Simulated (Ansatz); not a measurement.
**CH4BFOSi: up Jacob's ladder to CCSD(T)**

The task here is to estimate one member of a computed series from the others.

Program: Ansatz 0.2.0, Gaussian basis. Level of theory: functionals in def2-TZVPP, the program's frozen cores in correlated methods. These are calculated values, not measurements.

Levels to be run: LDA (SPW92), PBE-D4, revPBE-D4, BLYP-D4, r2SCAN-D4, B97M-V, PBE0-D4, B3LYP-D4, r2SCANh-D4, r2SCAN0-D4, HSE06-D4, BHLYP-D4, CAM-B3LYP-D4, LC-ωPBE, ωB97X-V, ωB97M-V, B2PLYP, PBE-QIDH; CCSD(T)/def2-SVP; CCSD(T)/def2-TZVPP; MP2/def2-QZVPP; extrapolation to the limit; RPA on PBE.

### The geometry

The geometry comes from an earlier relaxation with PBE0-D4 in a triple-zeta def2 set; it is a stationary point, not always the lowest conformer.

SMILES `FC1([SiH3])BO1`, 9 atoms, charge 0, spin multiplicity 1.

Atoms are counted from 1 here; the program's logs count them from 0.

Bond lengths: F1–C2 1.371 Å, C2–Si3 1.886 Å, C2–B4 1.517 Å, C2–O5 1.475 Å, Si3–H6 1.484 Å, Si3–H7 1.484 Å, Si3–H8 1.483 Å, B4–O5 1.333 Å, B4–H9 1.182 Å. Angles: F1–C2–Si3 112.6°, F1–C2–B4 116.5°, F1–C2–O5 110.6°, Si3–C2–B4 130.1°, Si3–C2–O5 115.5°, B4–C2–O5 52.9°, C2–Si3–H6 107.2°, C2–Si3–H7 110.2°, C2–Si3–H8 108.4°, H6–Si3–H7 110.5°, H6–Si3–H8 110.3°, H7–Si3–H8 110.3°, C2–B4–O5 62.0°, C2–B4–H9 160.2°, O5–B4–H9 137.7°, C2–O5–B4 65.2°.

The first run:

Input file in.yaml:

```yaml
crystal:
  periodic: [false, false, false]
  atoms:
    - {symbol: F, position_ang: [-1.108377, -0.710604, -1.372594]}
    - {symbol: C, position_ang: [-0.528332, -0.011095, -0.346454]}
    - {symbol: Si, position_ang: [1.167500, -0.687249, 0.125297]}
    - {symbol: B, position_ang: [-1.400993, 1.015177, 0.351821]}
    - {symbol: O, position_ang: [-0.582766, 1.439423, -0.611175]}
    - {symbol: H, position_ang: [1.669014, 0.135459, 1.253733]}
    - {symbol: H, position_ang: [2.092003, -0.602382, -1.032344]}
    - {symbol: H, position_ang: [1.005624, -2.098614, 0.550668]}
    - {symbol: H, position_ang: [-2.225076, 1.473483, 1.063947]}
basis:
  gaussian: {orbitals: def2-TZVPP}
hamiltonian: {xc: lda}
output: {orbitals: {seedname: orbitals}}
```

On the command line:

```
$ ansatz run in.yaml --threads 2 --pin off --events-out ev --progress --plain --max-ram 4352MiB
```

Among the steps run: LDA; PBE-D4 (GGA); revPBE-D4 (GGA); BLYP-D4 (GGA); r2SCAN-D4 (meta-GGA); B97M-V (meta-GGA); B3LYP-D4 (hybrid); r2SCANh-D4 (hybrid); r2SCAN0-D4 (hybrid); HSE06-D4 (hybrid); BHLYP-D4 (hybrid); CAM-B3LYP-D4 (range-separated); LC-ωPBE (range-separated); ωB97X-V (range-separated); ωB97M-V (range-separated); B2PLYP (double hybrid); PBE-QIDH (double hybrid).

One table of the session follows, with a row left open; its other results are not shown here.

It belongs to the step «Frontier levels by functional». 

| functional | HOMO (eV) | gap (eV) |
| --- | --- | --- |
| LDA (SPW92) | -6.81 | 4.44 |
| PBE-D4 | -6.64 | 4.56 |
| revPBE-D4 | -6.57 | 4.61 |
| BLYP-D4 | -6.55 | 4.61 |
| r2SCAN-D4 | -6.89 | 5.16 |
| B97M-V | ? | ? |
| PBE0-D4 | -8.05 | 7.00 |
| B3LYP-D4 | -7.85 | 6.55 |
| r2SCANh-D4 | -7.42 | 6.05 |
| r2SCAN0-D4 | -8.22 | 7.38 |
| HSE06-D4 | -7.65 | 6.21 |
| BHLYP-D4 | -9.41 | 9.37 |
| CAM-B3LYP-D4 | -9.50 | 9.55 |
| LC-ωPBE | -10.83 | 12.13 |
| ωB97X-V | -10.46 | 11.64 |
| ωB97M-V | -10.35 | 11.27 |

Q: Estimate the row for B97M-V from the others.

As computed: HOMO (eV): -7.02; gap (eV): 5.22. In the column «HOMO (eV)» it lies between r2SCANh-D4 (-7.42) and r2SCAN-D4 (-6.89).
